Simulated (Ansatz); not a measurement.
# Sc4Te: the cost of one run

Method: DFT PBE, scalar-relativistic, plane waves, PAW, in Ansatz 0.2.0.

### Step 1. Starting point

The structure is cubic, space group Pm-3m (No. 221). The conventional cell has a = 4.802 Å, b = 4.802 Å, c = 4.802 Å, α = 90.00°, β = 90.00°, γ = 90.00°. Around Sc (site symmetry m-3m) lie 12 Sc at 3.40 Å. Around Sc (site symmetry 4/mmm) lie 2 Te at 2.40 Å. Te (site symmetry m-3m) is surrounded by 6 Sc at 2.40 Å.

Coordinates:

```cif
data_structure
_symmetry_space_group_name_H-M 'P 1'
_symmetry_Int_Tables_number 1
_cell_length_a 4.8020
_cell_length_b 4.8020
_cell_length_c 4.8020
_cell_angle_alpha 90.000
_cell_angle_beta 90.000
_cell_angle_gamma 90.000
_cell_volume 110.73
loop_
_atom_site_label
_atom_site_type_symbol
_atom_site_fract_x
_atom_site_fract_y
_atom_site_fract_z
_atom_site_occupancy
Sc1 Sc 0.00000 0.00000 0.00000 1
Sc2 Sc 0.50000 0.50000 0.00000 1
Sc3 Sc 0.50000 0.00000 0.50000 1
Sc4 Sc 0.00000 0.50000 0.50000 1
Te1 Te 0.50000 0.50000 0.50000 1
```

Recipe of the guess: species swapped into a database cell of Mn4N (Pm-3m, No. 221). Its size is a rough estimate.

### Step 2. The guess as it stands, on a coarse mesh

Input file input.yaml:

```yaml
crystal:
  lattice:
    - [4.80195671, 0.0, 0.0]
    - [0.0, 4.80195671, 0.0]
    - [0.0, 0.0, 4.80195671]
  atoms:
    - { symbol: Sc, position: [0.0, 0.0, 0.0] }
    - { symbol: Sc, position: [0.5, 0.5, 0.0] }
    - { symbol: Sc, position: [0.5, 0.0, 0.5] }
    - { symbol: Sc, position: [0.0, 0.5, 0.5] }
    - { symbol: Te, position: [0.5, 0.5, 0.5] }
basis:
  ecutwfc: 420
kpoints:
  mp_grid: { grid: [4, 4, 4] }
hamiltonian:
  xc: pbe
scf:
  occupations: { method: gaussian, width: 0.1 }
  lower_state_search: "off"
output:
  forces: true
  stress: true
  eigenvalues: true
```

On the command line:

```console
> ansatz run input.yaml --threads 1 --pin off --max-ram 2560MiB --backend cpu --events-out ev --progress --plain --runs-dir out
```

What time and memory should one allow on 1 thread of Arm Neoverse V2, shared host?

About 2.5 s, with a peak of 0.36 GiB.
